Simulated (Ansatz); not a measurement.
# Sc2Br: the cost of one run

Method: DFT PBE, scalar-relativistic, plane waves, PAW, in Ansatz 0.2.0.

### 1 Starting point

It takes space group I-4m2 (No. 119, tetragonal). The conventional cell has a = 6.960 Å, b = 6.960 Å, c = 6.058 Å, α = 90.00°, β = 90.00°, γ = 90.00°. Sc (site symmetry m) has 1 Br at 2.08 Å as nearest neighbours. Br (site symmetry 2mm) is surrounded by 1 Br at 2.02 Å and 2 Sc at 2.08 Å.

Coordinates:

```cif
data_structure
_symmetry_space_group_name_H-M 'P 1'
_symmetry_Int_Tables_number 1
_cell_length_a 5.7790
_cell_length_b 5.7790
_cell_length_c 5.7790
_cell_angle_alpha 105.947
_cell_angle_beta 105.947
_cell_angle_gamma 116.776
_cell_volume 146.74
loop_
_atom_site_label
_atom_site_type_symbol
_atom_site_fract_x
_atom_site_fract_y
_atom_site_fract_z
_atom_site_occupancy
Sc1 Sc 0.41372 0.15674 0.25698 1
Sc2 Sc 0.89976 0.15674 0.74302 1
Sc3 Sc 0.84326 0.58628 0.74302 1
Sc4 Sc 0.84326 0.10024 0.25698 1
Br1 Br 0.66667 0.66667 0.00000 1
Br2 Br 0.33333 0.33333 0.00000 1
```

### 2 Rough relaxation on the coarse mesh

The input, input.yaml:

```yaml
crystal:
  lattice:
    - [-3.4800025385, 3.4800025385, 3.0291169178]
    - [3.4800025385, -3.4800025385, 3.0291169178]
    - [3.4800025385, 3.4800025385, -3.0291169178]
  atoms:
    - { symbol: Sc, position: [0.413718648, 0.1567385558, 0.2569800922] }
    - { symbol: Sc, position: [0.8997584636, 0.1567385558, 0.7430199078] }
    - { symbol: Sc, position: [0.8432614442, 0.586281352, 0.7430199078] }
    - { symbol: Sc, position: [0.8432614442, 0.1002415364, 0.2569800922] }
    - { symbol: Br, position: [0.6666666667, 0.6666666667, 0.0] }
    - { symbol: Br, position: [0.3333333333, 0.3333333333, 0.0] }
basis:
  ecutwfc: 420
kpoints:
  mp_grid: { grid: [4, 4, 4] }
hamiltonian:
  xc: pbe
scf:
  occupations: { method: gaussian, width: 0.1 }
  lower_state_search: "off"
output:
  forces: true
  stress: true
  eigenvalues: true
relax:
  adjacent_minimum: "off"
  f_tol: 0.04
  max_steps: 70
  cell: { stress_tol: 0.4 }
```

Started as:

```sh
> ansatz run input.yaml --threads 1 --pin off --max-ram 2560MiB --backend cpu --events-out ev --progress --plain --runs-dir out
```

What time and memory should one allow on 1 thread of Intel Xeon Platinum 8488C (Sapphire Rapids), shared host?

About 59 s, with a peak of 0.45 GiB.
